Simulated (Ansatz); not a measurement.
# LuPb2: equation of state

An exercise on one series of results from a longer session: the logs are not shown, and one member is left open.

Program: Ansatz 0.2.0. Level of theory: DFT PBEsol, scalar-relativistic. These are calculated values, not measurements.

## The starting structure

It takes space group I4/mmm (No. 139, tetragonal). Conventional cell: a = 3.706 Å, b = 3.706 Å, c = 13.120 Å, α = 90.00°, β = 90.00°, γ = 90.00°. Around Lu (site symmetry 4/mmm) lie 8 Pb at 3.42 Å and 4 Lu at 3.71 Å. Pb (site symmetry 4mm) is surrounded by 8 Pb at 3.41 to 3.71 Å and 4 Lu at 3.42 Å.

As a file:

```cif
data_structure
_symmetry_space_group_name_H-M 'I4/mmm'
_symmetry_Int_Tables_number 139
_cell_length_a 3.7061
_cell_length_b 3.7061
_cell_length_c 13.1200
_cell_angle_alpha 90.000
_cell_angle_beta 90.000
_cell_angle_gamma 90.000
_cell_volume 180.21
loop_
_atom_site_label
_atom_site_type_symbol
_atom_site_symmetry_multiplicity
_atom_site_Wyckoff_symbol
_atom_site_fract_x
_atom_site_fract_y
_atom_site_fract_z
_atom_site_occupancy
Lu1 Lu 2 a 0.00000 0.00000 0.00000 1
Pb1 Pb 4 e 0.00000 0.00000 0.33300 1
```

The file gives the conventional cell by its symmetry; the runs use the cell typed in the input.

Atoms are numbered in the order of the input: Lu1, Pb2, Pb3.

Set-up of the first run:

File input.yaml:

```yaml
crystal:
  lattice:
    - [-1.8280057137, 1.8280057137, 6.471340483]
    - [1.8280057137, -1.8280057137, 6.471340483]
    - [1.8280057137, 1.8280057137, -6.471340483]
  atoms:
    - { symbol: Lu, position: [0.0, 0.0, 0.0] }
    - { symbol: Pb, position: [0.333, 0.333, 0.0] }
    - { symbol: Pb, position: [0.667, 0.667, 0.0] }
kpoints:
  mp_grid: { grid: [12, 12, 12] }
  band_path:
    path:
      - [0.0, 0.0, 0.0]
      - [0.0, 0.0, 0.5]
      - [0.25, 0.25, 0.25]
      - [0.0, 0.5, 0.0]
      - [0.0, 0.0, 0.0]
      - [0.5, 0.5, -0.5]
      - [0.2699483328, 0.7300516672, -0.2699483328]
      - [-0.2699483328, 0.2699483328, 0.2699483328]
      - [0.0, 0.0, 0.0]
    npoints: 5
scf:
  occupations: { method: fermi_dirac, width: 0.05 }
hamiltonian:
  xc: pbesol
  pseudopotentials: { kind: all_electron, lapw: { basis_error: 0.001 } }
output:
  forces: true
  stress: true
  eigenvalues: true
```

Run with:

```
$ ansatz run input.yaml --threads 1 --pin off --max-ram 4096MiB --backend cpu --events-out ev --progress --plain --runs-dir out
```

Steps of the session up to this table: Volume × 0.96, LAPW; Volume × 0.96, PAW; Volume × 0.96, crystal datasets; Volume × 0.99, LAPW; Volume × 0.99, PAW; Volume × 0.99, crystal datasets; Volume × 1.02, LAPW; Volume × 1.02, PAW; Volume × 1.02, crystal datasets; Volume × 1.06, LAPW; Volume × 1.06, PAW; Volume × 1.06, crystal datasets.

One table of the session follows, with a row left open; its other results are not shown here.

It belongs to the step «The equation of state». 

```
          method  volume (Å³/atom)  pressure (GPa)  largest force (eV/Å)
            LAPW            28.833           -2.07                 0.379
            LAPW            29.734           -3.32                 0.359
            LAPW            30.635           -4.37                 0.344
            LAPW            31.836           -5.51                 0.328
             PAW            28.833           -2.08                 0.379
             PAW            29.734           -3.33                 0.359
             PAW            30.635           -4.38                 0.344
             PAW            31.836           -5.51                 0.328
crystal datasets            28.833               ?                     ?
crystal datasets            29.734           -3.33                 0.359
crystal datasets            30.635           -4.37                 0.344
crystal datasets            31.836           -5.51                 0.328
```

Estimate the missing values for crystal datasets, 28.833.

The run gave: pressure (GPa): -2.07; largest force (eV/Å): 0.380.

To keep in mind: Warnings in the runs' records: gradients without spin orbit, crystal datasets made.
